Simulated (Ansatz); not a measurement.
# CH7BO2Si: small, medium and large basis sets

An exercise on one series of results from a longer session: the logs are not shown, and one member is left open.

Method: one geometry, several basis sets; program: Ansatz 0.2.0, Gaussian basis.

The runs, in order: PBE0-D4/def2-SVP; ωB97M-V/def2-SVP; PBE0-D4/def2-QZVPP; ωB97M-V/def2-QZVPP; the functionals' def2-TZVPP values are taken from earlier runs.

## The geometry

All runs share one geometry, relaxed beforehand with PBE0-D4 in a triple-zeta def2 set.

12 atoms, charge 0, spin multiplicity 1.

Atoms are counted from 1 here; the program's logs count them from 0.

Bond lengths: O1–C2 1.384 Å, O1–H6 0.962 Å, C2–O3 1.420 Å, C2–H7 1.092 Å, C2–H8 1.093 Å, O3–B4 1.351 Å, B4–Si5 2.034 Å, B4–H9 1.201 Å, Si5–H10 1.490 Å, Si5–H11 1.491 Å, Si5–H12 1.491 Å. Angles: C2–O1–H6 109.0°, O1–C2–O3 112.0°, O1–C2–H7 106.5°, O1–C2–H8 112.5°, O3–C2–H7 110.0°, O3–C2–H8 105.6°, H7–C2–H8 110.3°, C2–O3–B4 121.1°, O3–B4–Si5 125.5°, O3–B4–H9 114.3°, Si5–B4–H9 120.2°, B4–Si5–H10 115.0°, B4–Si5–H11 108.6°, B4–Si5–H12 109.7°, H10–Si5–H11 108.1°, H10–Si5–H12 107.8°, H11–Si5–H12 107.3°.

Coordinates:

```xyz
12
charge 0, multiplicity 1
O    -1.34502    0.79667    0.90162
C    -1.53336    0.16469   -0.31515
O    -0.52956    0.51181   -1.25692
B     0.77009    0.21850   -1.03241
Si    1.49887   -0.73167    0.61213
H    -1.49463    1.74066    0.79038
H    -1.50223   -0.90801   -0.11569
H    -2.48331    0.43515   -0.78419
H     1.51790    0.60065   -1.89125
H     0.51668   -1.59215    1.32888
H     2.00300    0.29390    1.56960
H     2.65869   -1.58539    0.22691
```

The first run:

in.yaml reads:

```yaml
crystal:
  periodic: [false, false, false]
  atoms:
    - {symbol: O, position_ang: [-1.345025, 0.796669, 0.901621]}
    - {symbol: C, position_ang: [-1.533362, 0.164689, -0.315153]}
    - {symbol: O, position_ang: [-0.529557, 0.511812, -1.256921]}
    - {symbol: B, position_ang: [0.770090, 0.218503, -1.032412]}
    - {symbol: Si, position_ang: [1.498866, -0.731668, 0.612131]}
    - {symbol: H, position_ang: [-1.494631, 1.740659, 0.790378]}
    - {symbol: H, position_ang: [-1.502230, -0.908013, -0.115689]}
    - {symbol: H, position_ang: [-2.483308, 0.435146, -0.784190]}
    - {symbol: H, position_ang: [1.517898, 0.600650, -1.891251]}
    - {symbol: H, position_ang: [0.516680, -1.592153, 1.328876]}
    - {symbol: H, position_ang: [2.002997, 0.293897, 1.569596]}
    - {symbol: H, position_ang: [2.658685, -1.585391, 0.226913]}
basis:
  gaussian: {orbitals: def2-SVP}
hamiltonian: {xc: pbe0, dispersion: d4}
output: {orbitals: {seedname: orbitals}}
```

Command:

```console
> ansatz run in.yaml --threads 4 --pin off --events-out ev --progress --plain --max-ram 10444MiB
```

Among the steps run: PBE0-D4 in def2-SVP; ωB97M-V in def2-SVP; PBE0-D4 in def2-QZVPP; ωB97M-V in def2-QZVPP.

One table of the session follows, with a row left open; its other results are not shown here.

It belongs to the step «Functionals by basis». 

```
functional       basis  HOMO (eV)
   PBE0-D4    def2-SVP      -7.61
   PBE0-D4  def2-TZVPP      -7.65
   PBE0-D4  def2-QZVPP      -7.67
   ωB97M-V    def2-SVP          ?
   ωB97M-V  def2-TZVPP      -9.84
   ωB97M-V  def2-QZVPP      -9.85
```

Estimate the missing values for ωB97M-V, def2-SVP.

**Answer.** HOMO (eV): -9.75. In the column «HOMO (eV)» it lies between ωB97M-V, def2-TZVPP (-9.84) and PBE0-D4, def2-QZVPP (-7.67).
